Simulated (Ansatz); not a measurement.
# GaLiH (quartet): from Hartree-Fock to the top rungs at angle Li2–Ga1–H3 = 158.0°, cc-pVDZ

Aim: climb from Hartree-Fock through coupled cluster and multireference methods for GaLiH (quartet) at one geometry and basis, and see what each rung misses.

Computed with Ansatz 0.2.0, Gaussian basis. Level: cc-pVDZ, core rule «outside noble gas», up to 15 orbitals frozen.

The runs, in order: UHF; CCSD(T) on ROHF; CCSD(T) on UHF; BCCD(T) on ROHF; CISD as a restricted active space (open shells left free, so some higher excitations enter); CCSDT(Q) on ROHF; CCSDT(Q) on UHF; CASSCF and MRCISD+Q, 5 electrons in 5 orbitals; CASSCF and NEVPT2, 5 electrons in 5 orbitals; Full CI.

26 further runs of the same task are left out: 14 for a known fault of the program, 8 that didn't finish, 4 set aside as unsound or not needed. Runs told in other sessions of the task aren't counted.

## Step 1: The system

The geometry derives from a PBE0/def2-TZVP stationary point (not a proven minimum). One angle is set to the value named; bond lengths are kept. No spin-orbit coupling is included. The filled d shell of Ga may be among the frozen orbitals whatever the setting's name suggests.

3 atoms, charge 0, spin multiplicity 4.

Atoms are counted from 1 here; the program's logs count them from 0.

Bond lengths: Ga1–Li2 2.347 Å, Ga1–H3 1.565 Å. Angles: Li2–Ga1–H3 158.0°.

## Step 2: UHF

Contents of in.yaml:

```yaml
crystal:
  periodic: [false, false, false]
  atoms:
    - {symbol: Ga, position_ang: [-0.248834, 0.000000, 0.255910]}
    - {symbol: Li, position_ang: [0.199033, 0.000000, -2.048165]}
    - {symbol: H, position_ang: [0.049801, 0.000000, 1.792255]}
basis:
  gaussian: {orbitals: cc-pVDZ}
magnetization: {spin_polarized: true, initial_magnetization: 3}
hamiltonian: {xc: hf}
output: {orbitals: {seedname: orbitals}}
```

The run is started by

```
$ ansatz run in.yaml --threads 1 --pin off --events-out ev --progress --plain --max-ram 2393MiB
```

Further steps of the session: CCSD(T) on ROHF; CCSD(T) on UHF; BCCD(T) on ROHF; CISD as a restricted active space (open shells left free, so some higher excitations enter); CCSDT(Q) on ROHF; CCSDT(Q) on UHF; CASSCF and MRCISD+Q, 5 electrons in 5 orbitals; CASSCF and NEVPT2, 5 electrons in 5 orbitals; Full CI.

Q: Predict the results of all the runs planned. Wanted: FCI from the RHF energy; RMP2 from FCI; UMP2 from FCI; RCCSD from FCI; RCCSD(T) from FCI; UCCSD(T) from FCI; RCCSDT(Q) from FCI; UCCSDT(Q) from FCI; NEVPT2 pair from FCI.

The runs gave:

```
                         quantity                                                                                    value
          FCI from the ROHF energy                                                                               -1.6711 eV
                    RMP2 from FCI                                                                          +11.48 kcal/mol
                    UMP2 from FCI                                                                          +10.94 kcal/mol
                   RCCSD from FCI                                                                           +1.28 kcal/mol
                RCCSD(T) from FCI                                                                           +0.35 kcal/mol
                UCCSD(T) from FCI                                                                           -0.05 kcal/mol
               RCCSDT(Q) from FCI                                                                           -0.04 kcal/mol
               UCCSDT(Q) from FCI                                                                           -0.44 kcal/mol
             NEVPT2 pair from FCI                                                                          +10.14 kcal/mol
           MRCISD+Q pair from FCI                                                                           +0.19 kcal/mol
levels within 1 kcal/mol (43 meV)  UCCSD, RCCSD(T), UCCSD(T), BCCD(T), RCCSDT, UCCSDT, RCCSDT(Q), UCCSDT(Q), MRCISD+Q pair
                    T1 diagnostic                                                                                    0.032
   effectively unpaired electrons                                                                                     3.02
```

RCCSD(T) misses by +0.35 kcal/mol, 0.9 % of the correlation energy. UCCSD(T), UCCSDT, UCCSDT(Q) fall below full CI: unrestricted runs freeze a spin-polarised core, another one than full CI's, and coupled cluster isn't variational. One determinant dominates. Of the multireference levels listed MRCISD+Q pair comes nearest in total energy (+0.19 kcal/mol), which doesn't show that its space is the better one. These misses are within one basis, not against nature; the frozen cores of restricted and unrestricted runs differ, which can shift their rows.

Levels on UHF freeze UHF's core orbitals, full CI those of ROHF, so the U rows can settle a little off it for that reason alone.
